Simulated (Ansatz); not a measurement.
# AlFH5NO: the cost of one run

Method: RHF/6-31G*, in Ansatz 0.2.0.

## (1) Starting point

Bond lengths: Al1–N2 2.270 Å, N2–H3 1.060 Å, N2–H4 1.060 Å, Al1–H5 1.560 Å, Al1–F6 1.690 Å, Al1–O7 2.080 Å, O7–H8 1.010 Å. Angles: Al1–N2–H3 120.0°, Al1–N2–H4 120.0°, H3–N2–H4 120.0°, N2–Al1–H5 120.0°, N2–Al1–F6 120.0°, N2–Al1–O7 71.6°, H5–Al1–F6 120.0°, H5–Al1–O7 105.4°, F6–Al1–O7 92.8°, Al1–O7–H8 109.5°.

Structure file:

```xyz
9

Al    0.0000    0.0000    0.0000
N     0.0000    0.0000    2.2700
H    -0.8770   -0.2713    2.8000
H     0.8770    0.2713    2.8000
H     1.3510    0.0000   -0.7800
F    -1.4635    0.0000   -0.8450
O    -0.2602    1.9567    0.6559
H    -1.1988    2.2620    0.4419
H    -0.1672    1.2578    1.8121
```

## (2) A restrained relaxation towards end A

Springs on the bonds that form and break draw the guess towards this end; the thresholds are loose.

input.yaml reads:

```yaml
crystal:
  periodic: [false, false, false]
  atoms:
    - { symbol: Al, position_ang: [0.0, 0.0, 0.0] }
    - { symbol: "N", position_ang: [0.0, 0.0, 2.27] }
    - { symbol: H, position_ang: [-0.877, -0.2713, 2.8] }
    - { symbol: H, position_ang: [0.877, 0.2713, 2.8] }
    - { symbol: H, position_ang: [1.351, 0.0, -0.78] }
    - { symbol: F, position_ang: [-1.4635, 0.0, -0.845] }
    - { symbol: O, position_ang: [-0.2602, 1.9567, 0.6559] }
    - { symbol: H, position_ang: [-1.1988, 2.262, 0.4419] }
    - { symbol: H, position_ang: [-0.1672, 1.2578, 1.8121] }
basis:
  gaussian: { orbitals: "6-31G*" }
hamiltonian:
  xc: hf
relax:
  f_tol: 0.15
  max_steps: 25
  restrain:
    - { distance: [0, 6], at: 2.98, k: 30.0 }
    - { distance: [8, 1], at: 2.26, k: 30.0 }
    - { distance: [0, 1], at: 1.92, k: 30.0 }
    - { distance: [8, 6], at: 1.01, k: 30.0 }
```

Command:

```sh
> ansatz run input.yaml --threads 1 --pin off --max-ram 2048MiB --backend cpu --events-out ev --progress --plain --runs-dir out
```

**Question.** How long does this run take on 1 thread of Arm Neoverse V2, shared host, and how much memory does it need?

About 20 s, with a peak of 0.15 GiB.
